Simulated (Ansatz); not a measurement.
Molecular dynamics of WC

Input file:

```yaml
crystal:
  lattice:
    - [5.813, 0.0, 0.0]
    - [0.0, 5.6732, 0.0]
    - [0.0, 0.0, 16.195171]
  atoms:
    - { symbol: W, position: [0.0, 0.0, 0.0617468] }
    - { symbol: C, position: [0.5, 0.25, 0.15482155] }
    - { symbol: W, position: [0.25, 0.0, 0.21502502] }
    - { symbol: C, position: [0.25, 0.25, 0.29710653] }
    - { symbol: W, position: [0.0, 0.5, 0.0617468] }
    - { symbol: C, position: [0.5, 0.75, 0.15482155] }
    - { symbol: W, position: [0.25, 0.5, 0.21502502] }
    - { symbol: C, position: [0.25, 0.75, 0.29710653] }
    - { symbol: W, position: [0.5, 0.0, 0.0617468] }
    - { symbol: C, position: [1.0, 0.25, 0.15482155] }
    - { symbol: W, position: [0.75, 0.0, 0.21502502] }
    - { symbol: C, position: [0.75, 0.25, 0.29710653] }
    - { symbol: W, position: [0.5, 0.5, 0.0617468] }
    - { symbol: C, position: [1.0, 0.75, 0.15482155] }
    - { symbol: W, position: [0.75, 0.5, 0.21502502] }
    - { symbol: C, position: [0.75, 0.75, 0.29710653] }
basis:
  ecutwfc: 420.0
kpoints:
  mp_grid: { grid: [3, 3, 1] }
hamiltonian:
  xc: lda
  pseudopotentials: { kind: paw, azcp: { folder: soft_1 } }
scf:
  occupations: { method: fermi_dirac, width: 0.05 }
  lower_state_search: "off"
md:
  timestep: 1.5
  n_steps: 150
  ensemble: nve
  temperature: 1800.0
  initial_velocities: maxwell_boltzmann
  seed: 305482
  constraints: [{ sites: [0, 4, 8, 12] }]
```

Run as:

```bash
$ ansatz run input.yaml --threads 2 --pin off --max-ram 5120MiB --backend cpu --events-out ev --progress --plain --runs-dir out
```

It starts from a partly relaxed structure (largest force component 0.07 eV/Å).

Output, in part (step lines):

```
md step     0: t =     0.00 fs  T =  1800.0 K  F+E_penalty+E_count = -82962.09589950 eV  E_kin = 2.792016 eV  conserved = -82959.30388352 eV  (12 SCF iters)
md step     1: t =     1.50 fs  T =  1768.9 K  F+E_penalty+E_count = -82962.04754356 eV  E_kin = 2.743729 eV  conserved = -82959.30381422 eV  (10 SCF iters)
md step     2: t =     3.00 fs  T =  1680.6 K  F+E_penalty+E_count = -82961.90976110 eV  E_kin = 2.606759 eV  conserved = -82959.30300216 eV  (10 SCF iters)
md step     3: t =     4.50 fs  T =  1544.1 K  F+E_penalty+E_count = -82961.69653815 eV  E_kin = 2.395061 eV  conserved = -82959.30147710 eV  (10 SCF iters)
md step     4: t =     6.00 fs  T =  1375.4 K  F+E_penalty+E_count = -82961.43284981 eV  E_kin = 2.133436 eV  conserved = -82959.29941387 eV  (10 SCF iters)
md step     5: t =     7.50 fs  T =  1195.6 K  F+E_penalty+E_count = -82961.15170586 eV  E_kin = 1.854541 eV  conserved = -82959.29716476 eV  (6 SCF iters)
md step     6: t =     9.00 fs  T =  1027.5 K  F+E_penalty+E_count = -82960.88883205 eV  E_kin = 1.593710 eV  conserved = -82959.29512222 eV  (6 SCF iters)
md step     7: t =    10.50 fs  T =   891.7 K  F+E_penalty+E_count = -82960.67669693 eV  E_kin = 1.383094 eV  conserved = -82959.29360248 eV  (6 SCF iters)
[... lines left out ...]
md step   150: t =   225.00 fs  T =  3462.1 K  F+E_penalty+E_count = -82964.72541007 eV  E_kin = 5.370137 eV  conserved = -82959.35527354 eV  (9 SCF iters)
```

The steps, from the saved trajectory:

```
time (fs)  T (K)  potential energy less start (eV)  conserved less start (meV/atom)
        0   1800                             0.000                             0.00
      7.5   1196                             0.944                             0.42
       15    797                             1.566                             0.65
     22.5   1410                             0.609                             0.28
       30   1905                            -0.157                             0.34
     37.5   2323                            -0.799                             0.71
       45   4082                            -3.540                             0.00
     52.5   2003                            -0.285                             1.86
       60   3590                            -2.777                             0.02
     67.5   2498                            -1.080                             0.14
       75   2336                            -0.823                             0.46
     82.5   3693                            -2.946                            -0.64
       90   2874                            -1.688                            -1.43
     97.5   4105                            -3.595                            -1.25
      105   3494                            -2.625                             0.14
    112.5   3733                            -2.993                             0.32
      120   3149                            -2.004                             5.50
    127.5   3171                            -2.125                             0.07
      135   2466                            -1.028                             0.30
    142.5   3162                            -2.204                            -5.67
      150   3619                            -2.841                            -1.17
    157.5   3092                            -1.999                             0.29
      165   4536                            -4.277                            -2.04
    172.5   3486                            -2.683                            -4.29
      180   3061                            -1.953                             0.18
    187.5   3318                            -2.360                            -0.33
      195   3337                            -2.389                            -0.30
    202.5   2742                            -1.444                             1.01
      210   3473                            -2.610                            -0.88
    217.5   2977                            -1.822                             0.18
      225   3462                            -2.630                            -3.21
```

All steps were run. The conserved energy wandered by up to 12.0 meV per atom (net -3.2 meV per atom), which is poor conservation. The kinetic energy rose, since the run started high on the potential surface and went downhill. A run of 0.23 ps of so small a system gives no equilibrium averages. Limits of this set-up: coarse k mesh, thin slab, slab without dipole correction, PAW files made for another functional.

Mean squared displacements from the first frame to the last: W 0.03 Å², C 1.13 Å².

Last frame:

```xyz
16
Lattice="5.8130 0.0000 0.0000 0.0000 5.6732 0.0000 0.0000 0.0000 16.1952" Properties=species:S:1:pos:R:3
W 0.000 0.000 1.000
C 2.699 1.479 2.527
W 1.362 0.017 3.259
C 0.144 1.539 4.287
W 0.000 2.837 1.000
C 2.460 4.377 2.213
W 1.315 2.890 3.526
C 2.098 3.835 5.165
W 2.906 0.000 1.000
C 5.929 1.570 2.572
W 4.228 0.046 3.317
C 2.611 1.368 4.142
W 2.906 2.837 1.000
C 5.837 4.341 2.439
W 4.228 2.730 3.817
C 2.884 4.710 4.770
```

Run time: 25 min on 2 threads of Arm Neoverse V1, on a shared host, peak memory 0.95 GiB.
